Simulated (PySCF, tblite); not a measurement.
# CH₉GeSSi₂ radical: geometry, infrared bands and EPR parameters

Aim: predict the infrared bands and EPR parameters of CH₉GeSSi₂ radical (`[SiH2][GeH2][CH2]S[SiH3]`).

Computed with tblite 0.8.0 and PySCF 2.14.0, with density-fitted response routines of our own, on a single molecule in the gas phase. Atoms are numbered from 0 throughout.

## 1. The molecule as given

14 atoms, charge 0, multiplicity 2; geometry from: force field or distance geometry start.

Bonds of the start (Å): Si0–Ge1 2.30, Ge1–C2 1.94, C2–S3 1.80, S3–Si4 2.16, Si0–H5 1.46, Si0–H6 1.46, Ge1–H7 1.54, Ge1–H8 1.55, C2–H9 1.11, C2–H10 1.11, Si4–H11 1.48, Si4–H12 1.45, Si4–H13 1.49.

## 2. Relaxing the molecule with GFN2-xTB

Job settings and geometry (Å):

```
{"job": {"kind": "relax", "xc": "GFN2-xTB", "basis": "xTB"}, "charge": 0, "multiplicity": 2}
Si    -3.024400    -0.353500     0.535800
Ge    -1.716500     0.623300    -1.082200
C      0.107200     0.935400    -0.493300
S      1.147200    -0.536200    -0.563100
Si     2.864300    -0.051200     0.661100
H     -2.787300    -1.786300     0.718100
H     -3.075900     0.391300     1.791900
H     -1.657200    -0.282000    -2.321900
H     -2.287500     2.003100    -1.487300
H      0.608500     1.686900    -1.143600
H      0.174400     1.330300     0.538200
H      2.370100    -0.011200     2.050400
H      3.961400    -0.986400     0.478900
H      3.314900     1.316100     0.294800
```

On the command line:

```sh
> OMP_NUM_THREADS=1 python probes_run.py task.json out
```

One launch serves the whole session: the jobs run in the order shown.

**Question.** This job is followed by: GFN2-xTB harmonic vibrations, gas phase; UKS B3LYP, def2-TZVP-core on Ge, pcH-1 on C H S Si, non-relativistic, mean-field spin-orbit, GIAO. What will the session give for the following? strongest single infrared mode (GFN2-xTB); zero-point energy (GFN2-xTB); g(iso) (B3LYP); ⟨S²⟩; largest a(iso) (averaged by class); surface potential, 1st and 99th percentile.

As calculated:

| quantity | value |
| --- | --- |
| strongest single infrared mode (GFN2-xTB) | 771 cm⁻¹, 585 km/mol |
| zero-point energy (GFN2-xTB) | 51.0 kcal/mol |
| g(iso) (B3LYP) | 2.00339 |
| ⟨S²⟩ | 0.752 (exact 0.75) |
| largest a(iso) (averaged by class) | 29Si on Si0, -409.3 MHz |
| surface potential, 1st and 99th percentile | -0.92 V and 1.24 V |

In words: Relaxing lowered the energy by 0.218 eV in 98 steps; the close pair that moved most is Ge1–C2, from 1.942 to 1.997 Å. All 36 modes are real, so the xTB geometry is a minimum. The strongest single mode, at 771 cm⁻¹, is spread over several atoms, H12, H11, H13 among them. Unscaled tight-binding wavenumbers are off by several per cent, some by more. Its intensities can rank the bands wrongly. Most of the unpaired spin sits on Si0 (0.97 e). The isotropic g lies 1.1 ppt above the free-electron value. The hyperfine terms hold no scalar relativity, which the heavier nuclei need.
